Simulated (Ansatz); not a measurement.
# Cd2S (P3m1) in Ansatz: a series of runs, part 2 of 2

Ansatz 0.2.0. The steps go on from the part before.

### Step 9. Phonons, PBE

The input, input.yaml:

```yaml
crystal:
  lattice:
    - [3.962670049, 0.0, 0.0]
    - [-1.9813350245, 3.4317729293, 0.0]
    - [0.0, 0.0, 5.809192]
  atoms:
    - { symbol: Cd, position: [0.3333333333, 0.6666666667, 0.932717] }
    - { symbol: Cd, position: [0.6666666667, 0.3333333333, 0.578735] }
    - { symbol: S, position: [0.3333333333, 0.6666666667, 0.365705] }
kpoints:
  mp_grid: { grid: [8, 8, 5] }
scf:
  occupations: { method: fermi_dirac, width: 0.05 }
hamiltonian:
  xc: pbe
  pseudopotentials: { kind: all_electron, lapw: { basis_error: 0.002 } }
output: {}
phonons:
  method: fd
  supercell: [1, 1, 1]
```

Potentials or basis: all-electron LAPW, scalar-relativistic.

Started as:

```bash
ansatz run input.yaml --threads 2 --pin off --max-ram 6144MiB --backend cpu --events-out ev --progress --plain --runs-dir out
```

What it wrote:

```text
Warning: RAYON_NUM_THREADS=2 ignored (pool sized by the plan → 2); use --threads N
LAPW: plane waves up to 8.031 Å⁻¹, error target 2.0e-3 eV per atom; small_component_spin mean_spin; S in spheres of 1.054 Å, 14 of its electrons in bands, Dirac shells []; Cd in spheres of 1.386 Å, 20 of its electrons in bands, Dirac shells [] (how accurate: hamiltonian.pseudopotentials.lapw.basis_error, Limitations)
Engine: ansatz 0.2.0, aarch64-unknown-linux-gnu
Pseudopotentials: kind: all_electron
Pseudopotential: Cd, LAPW, valence charge 20, lapw/all_electron/scalar/gaussian/Cd, Koelling and Harmon's equation, gaussian nucleus
Pseudopotential: S, LAPW, valence charge 14, lapw/all_electron/scalar/gaussian/S, Koelling and Harmon's equation, gaussian nucleus
Functional definition: PBE
  parameter kappa = 0.804
  parameter beta = 0.06672455060314922
  exchange = pbe_x(kappa = kappa, mu = beta*pi^2/3)
  correlation = pbe_c(beta = beta)
Crystal: 3 atoms, lattice volume = 78.999 Å³
Basis set: ecut = 245.72780954178896 eV, 675 PW (Γ), exchange–correlation at level 2
Bands: 33, of which v1, the nominal top of the filled ones, is band 27 counted from 1 (26 counted from 0)
Symmetry: 6 space group operations
k-points: 40 of 320 (time reversal used)
Non-local potential: Cd, projectors of the file, none
Non-local potential: S, projectors of the file, none
Initial density: superposition of atomic densities (chi_scale 0.1, normalization cell, long waves kept (reshape's long-wave potential 0.19 eV rms))
Initial wavefunctions: plane waves of lowest kinetic energy (no species holds an atomic orbital)
Functional: x = pbe(κ = 0.804, μ = 0.2195149727645171), c = pbe(β = 0.06672455060314922)
iter 1 solved again at ethr=4.52e-3 eV; its pass at ethr=1.00e-1 eV (dr2=2.44e0 eV) is discarded
SCF iter   1: F=—  HF=-315335.024319 eV  |F-HF|=—  |Δ(HF+E_count)|=         —  Δρ=3.40e-2  dr2=2.44e0  ethr=4.52e-3  ⟨swp⟩=2.0  Hψ=8710  notcnv=0
preconditioner: auto → Resta (q_TF=auto, 2.561 Å⁻¹)  ε∞=4.9  [insulator: Δε(μ)=0.280 eV  Ē_g=11.597 eV  σ=0.050 eV  W_gap=0.88  n_scr=22 (ndim 8)  ℏωp=22.9 eV  f_vac=0.125  D(μ)=0.11/eV (n_scr^D=0)  ε∞_Penn≈4.9]
SCF iter   2: F=—  HF=-315334.291807 eV  |F-HF|=—  |Δ(HF+E_count)|=   7.33e-1  Δρ=1.29e-2  dr2=3.32e-1  ethr=4.52e-3  ⟨swp⟩=3.0  Hψ=3983  notcnv=0
SCF iter   3: F=—  HF=-315334.227767 eV  |F-HF|=—  |Δ(HF+E_count)|=   6.40e-2  Δρ=6.89e-3  dr2=7.85e-2  ethr=6.14e-4  ⟨swp⟩=2.4  Hψ=3860  notcnv=0
iter 4 solved again at ethr=9.25e-6 eV; its pass at ethr=1.45e-4 eV (dr2=4.99e-3 eV) is discarded
SCF iter   4: F=—  HF=-315334.217180 eV  |F-HF|=—  |Δ(HF+E_count)|=   1.06e-2  Δρ=2.12e-3  dr2=4.98e-3  ethr=9.25e-6  ⟨swp⟩=2.0  Hψ=6531  notcnv=0
SCF iter   5: F=—  HF=-315334.213815 eV  |F-HF|=—  |Δ(HF+E_count)|=   3.36e-3  Δρ=8.34e-4  dr2=7.14e-4  ethr=9.22e-6  ⟨swp⟩=2.8  Hψ=3649  notcnv=0
SCF iter   6: F=—  HF=-315334.214282 eV  |F-HF|=—  |Δ(HF+E_count)|=   4.66e-4  Δρ=2.12e-4  dr2=6.44e-5  ethr=1.32e-6  ⟨swp⟩=3.0  Hψ=3732  notcnv=0
SCF iter   7: F=—  HF=-315334.214322 eV  |F-HF|=—  |Δ(HF+E_count)|=   4.03e-5  Δρ=9.42e-5  dr2=1.31e-5  ethr=1.19e-7  ⟨swp⟩=3.0  Hψ=3757  notcnv=0
SCF iter   8: F=—  HF=-315334.214311 eV  |F-HF|=—  |Δ(HF+E_count)|=   1.13e-5  Δρ=3.94e-5  dr2=1.71e-6  ethr=2.42e-8  ⟨swp⟩=3.0  Hψ=3778  notcnv=0
[... 65 lines left out ...]
SCF iter   8: F=-315334.213696 eV  HF=-315334.213696 eV  |F-HF|=2.91e-10  |Δ(HF+E_count)|=  1.75e-10  Δρ=2.34e-7  dr2=6.71e-11  ethr=3.96e-12 (applied; sched 1.00e-12)  ⟨swp⟩=2.0  Hψ=8380  notcnv=0
SCF 6 converged in 8 iterations: F = -315334.213696 eV  dr2 = 6.71e-11
iter 1 solved again at ethr=7.41e-8 eV; its pass at ethr=1.00e-1 eV (dr2=4.00e-5 eV) is discarded
SCF iter   1: F=—  HF=-315334.214527 eV  |F-HF|=—  |Δ(HF+E_count)|=         —  Δρ=1.69e-4  dr2=3.27e-5  ethr=7.41e-8  ⟨swp⟩=5.1  Hψ=26716  notcnv=0
preconditioner: auto → Resta (q_TF=auto, 2.561 Å⁻¹)  ε∞=4.6  [insulator: Δε(μ)=0.224 eV  Ē_g=12.025 eV  σ=0.050 eV  W_gap=0.80  n_scr=22 (ndim 8)  ℏωp=22.9 eV  f_vac=0.137  D(μ)=0.17/eV (n_scr^D=0)  ε∞_Penn≈4.6]
SCF iter   2: F=—  HF=-315334.214524 eV  |F-HF|=—  |Δ(HF+E_count)|=   2.28e-6  Δρ=9.10e-5  dr2=8.75e-6  ethr=6.06e-8  ⟨swp⟩=2.0  Hψ=8380  notcnv=0
SCF iter   3: F=—  HF=-315334.214525 eV  |F-HF|=—  |Δ(HF+E_count)|=   1.19e-6  Δρ=3.18e-5  dr2=1.25e-6  ethr=1.62e-8  ⟨swp⟩=2.0  Hψ=8380  notcnv=0
iter 4 solved again at ethr=2.23e-10 eV; its pass at ethr=2.31e-9 eV (dr2=1.21e-7 eV) is discarded
SCF iter   4: F=—  HF=-315334.214526 eV  |F-HF|=—  |Δ(HF+E_count)|=   1.83e-7  Δρ=9.84e-6  dr2=1.20e-7  ethr=2.23e-10  ⟨swp⟩=2.0  Hψ=14665  notcnv=0
SCF iter   5: F=—  HF=-315334.214526 eV  |F-HF|=—  |Δ(HF+E_count)|=   6.95e-8  Δρ=4.70e-6  dr2=2.92e-8  ethr=2.23e-10  ⟨swp⟩=2.8  Hψ=8485  notcnv=0
SCF iter   6: F=—  HF=-315334.214526 eV  |F-HF|=—  |Δ(HF+E_count)|=   2.31e-8  Δρ=1.58e-6  dr2=3.40e-9  ethr=5.41e-11  ⟨swp⟩=3.0  Hψ=8749  notcnv=0
SCF iter   7: F=—  HF=-315334.214526 eV  |F-HF|=—  |Δ(HF+E_count)|=   4.83e-9  Δρ=5.19e-7  dr2=3.65e-10  ethr=6.29e-12  ⟨swp⟩=3.0  Hψ=8836  notcnv=0
SCF iter   8: F=-315334.214526 eV  HF=-315334.214526 eV  |F-HF|=1.75e-10  |Δ(HF+E_count)|=  7.57e-10  Δρ=2.29e-7  dr2=6.55e-11  ethr=3.96e-12 (applied; sched 1.00e-12)  ⟨swp⟩=2.0  Hψ=8380  notcnv=0
SCF 7 converged in 8 iterations: F = -315334.214526 eV  dr2 = 6.55e-11
SCF converged after 12 iterations
Free energy (F): -315334.214314 eV
Harris-Foulkes:  -315334.214314 eV  (|F-HF|=5.82e-11)
Internal energy: -315334.212717 eV  (E = F + TS)
E sigma→0 (E₀):  -315334.213516 eV
Entropy (-TS):   -0.001596 eV (-0.532 meV/atom)
Fermi energy:    9.052997 eV
--- Per-component energies (eV) ---
  E_band       = -2198.012532
  E_kinetic    = 329862.439601
  E_xc         = -9116.349060
  E_electrostatic = -636080.303259  (all electrons and nuclei)
  E_smearing   = -0.001596  (= −TS)
  E_closure    = 0.000000  (closes the sum)
  E_atoms      = -315327.975654  (free atoms, spherical and without spin; not in F)
  Σ components = -315334.214314   (vs F -315334.214314, Δ=0.00e0)
  Basis errors (estimates in eV, not in F): energy 8.7e-4 per atom: plane waves 8.0e-4 (4.7e-4 summed), levels above the bands 1.4e-73, relativity 1.1e-7, radial functions 7.1e-5, core shells 5.3e-7; eigenvalues (radial functions only) 1.8e-6; not estimated: angular momenta, meshes, grids; target (lapw.basis_error) 2.0e-3; muffin-tin radii S 1.054 Å, Cd 1.386 Å
--- Forces (eV/Å), atoms counted from 1 ---
  atom   1  Cd     0.00000000     0.00000000     0.04048148
  atom   2  Cd     0.00000000    -0.00000000    -0.07223301
  atom   3  S      0.00000000     0.00000000     0.03174941
  max |Σ_I F_I| component: 2.12e-6 eV/Å
--- Band table (eV; the first three rows and the last of 40) ---
  k-point 0: bands = ["-196.0292", "-140.8465", "-140.7851", "-140.7851", "-93.3177", "-93.0679", "-54.3878", "-54.3878", "-54.3471", "-54.1311", "-54.1246", "-54.1246", "-3.7173", "0.5611", "0.5611", "0.6520", "0.6520", "0.7328", "0.9115", "0.9345", "0.9345", "1.2842", "1.2842", "4.4884", "5.2598", "8.2115", "8.2115", "12.1408", "13.9693", "15.7407", "15.7407", "17.2118", "17.2118"]
  k-point 1: bands = ["-196.0292", "-140.8465", "-140.7851", "-140.7851", "-93.3177", "-93.0679", "-54.3878", "-54.3878", "-54.3471", "-54.1311", "-54.1246", "-54.1246", "-3.6790", "0.5535", "0.5566", "0.5566", "0.6370", "0.6370", "0.9564", "0.9564", "1.0401", "1.2814", "1.2814", "3.6668", "6.5217", "8.2376", "8.2376", "11.6931", "13.8931", "15.6085", "15.6085", "16.9937", "16.9937"]
  k-point 2: bands = ["-196.0292", "-140.8465", "-140.7851", "-140.7851", "-93.3177", "-93.0679", "-54.3878", "-54.3878", "-54.3471", "-54.1311", "-54.1246", "-54.1246", "-3.6139", "0.3516", "0.5527", "0.5527", "0.6116", "0.6116", "0.9911", "0.9911", "1.1577", "1.2752", "1.2752", "3.0932", "8.2462", "8.2809", "8.2809", "10.5224", "13.7239", "15.3631", "15.3631", "16.8601", "16.8601"]
  k-point 39: bands = ["-196.0292", "-140.8465", "-140.7851", "-140.7851", "-93.3176", "-93.0679", "-54.3885", "-54.3882", "-54.3470", "-54.1311", "-54.1252", "-54.1250", "-3.2371", "0.4423", "0.5446", "0.6598", "0.7454", "0.8336", "0.9688", "0.9953", "1.1391", "1.1734", "1.5357", "5.0431", "5.5623", "6.5111", "8.5826", "10.2765", "10.9013", "14.0129", "14.7185", "15.5843", "17.3837"]
--- Phonons: 6 displaced members + reference (amplitude 0.01 Å, Σ member SCF iterations 46) ---
  symmetry images taken by strict's conditions (phonons.symmetry_images: auto; settled by no image being taken that strict refuses)
  ASR residual: 7.842e-4 → 0.000e0 eV/Å²; symmetrization residual: 2.730e-4 eV/Å²
  largest component of a force at the reference: 7.2e-2 eV/Å
  ASR residual per site (eV/Å²): 1.23e-4 3.37e-4 7.84e-4
  Γ frequencies (cm⁻¹): 0.00 0.00 0.00 4.09 4.09 132.93 195.10 195.10 257.67
  density of states and harmonic sums: on the 18×18×11 q-mesh, interpolated from the force constants of a 1×1×1 supercell (no non-analytic term)
  largest difference from the sums on the solved wave vectors: F 2.81e-1 eV, S 4.62e-4 and C_V 1.81e-4 eV/K
  zero-point energy: 0.058968 eV/cell   skipped modes (ω ≤ 0): 339, of them read as no rigid motion or as one in doubt: 336 (8.945e-1 modes/cell left out, lowest -25.91 cm⁻¹)   left out of the sums: 9.95e-2 of the cell's modes: C_V's classical limit lies that fraction below 3 k_B per atom; for a crystal, a wire or a layer, F and S can be off by more, and a phonons.interpolated_qmesh denser along its periods is the remedy for the sampling
```

Wall time 4.6 min (2 threads of Arm Neoverse V1, shared host); peak memory 0.53 GiB.

What came out:

```yaml
Free_energy: -315334.2143 eV
Largest_force: 0.072 eV/Å
Band_gap_on_the_k_mesh: 0.24 eV, indirect (least direct gap 0.57 eV)
Highest_phonon_frequency_at_Γ_LO-TO_splitting_left_out: 258 cm⁻¹
```

Forces on the atoms (eV/Å):
```
Cd   0.000  0.000  0.040
Cd   0.000  0.000 -0.072
S    0.000  0.000  0.032
```

Phonon frequencies in cm⁻¹ (negative: imaginary):
| q point | frequencies |
| --- | --- |
| (0.000, 0.000, 0.000) | 0 0 0 4 4 133 195 195 258 |

Caveat: an odd mesh through Γ misses points on the zone boundary, where band edges often lie.
